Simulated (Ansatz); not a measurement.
# CH2NaO2: the cost of one run

Method: the levels named in each step, in Ansatz 0.2.0.

### Step 1. The starting structure

Bond lengths: O1–C2 1.252 Å, C2–O3 1.361 Å, O1–Na4 2.036 Å, C2–H5 1.084 Å, O3–H6 0.966 Å. Angles: O1–C2–O3 123.4°, O1–C2–H5 124.5°, O3–C2–H5 112.0°, C2–O1–Na4 177.9°, C2–O3–H6 108.3°.

Structure file:

```xyz
6

O     0.0620   -0.1372    0.2107
C     0.9728   -0.4692   -0.5815
O     1.0685    0.0027   -1.8547
Na   -1.3874    0.3627    1.5509
H     1.7740   -1.1598   -0.3422
H     0.3338    0.6117   -2.0081
```

### Step 2. A rough first relaxation, PBE-D4/def2-SVP

File input.yaml:

```yaml
crystal:
  periodic: [false, false, false]
  atoms:
    - { symbol: O, position_ang: [0.06202, -0.13716, 0.21074] }
    - { symbol: C, position_ang: [0.97285, -0.46922, -0.58147] }
    - { symbol: O, position_ang: [1.06847, 0.00274, -1.85474] }
    - { symbol: Na, position_ang: [-1.38742, 0.36271, 1.55094] }
    - { symbol: H, position_ang: [1.77402, -1.15979, -0.34224] }
    - { symbol: H, position_ang: [0.33379, 0.61167, -2.00811] }
magnetization:
  spin_polarized: true
  initial_magnetization: 1
basis:
  gaussian: { orbitals: def2-SVP }
hamiltonian:
  xc: pbe
  dispersion: d4
relax:
  f_tol: 0.03
  max_steps: 200
```

On the command line:

```
> ansatz run input.yaml --threads 4 --pin off --max-ram 10240MiB --backend cpu --events-out ev --progress --plain --runs-dir out
```

Q: Estimate wall time and peak memory on 4 threads of AMD EPYC 9R45 (Zen 5), shared host.

About 16 s, with a peak of 0.19 GiB.
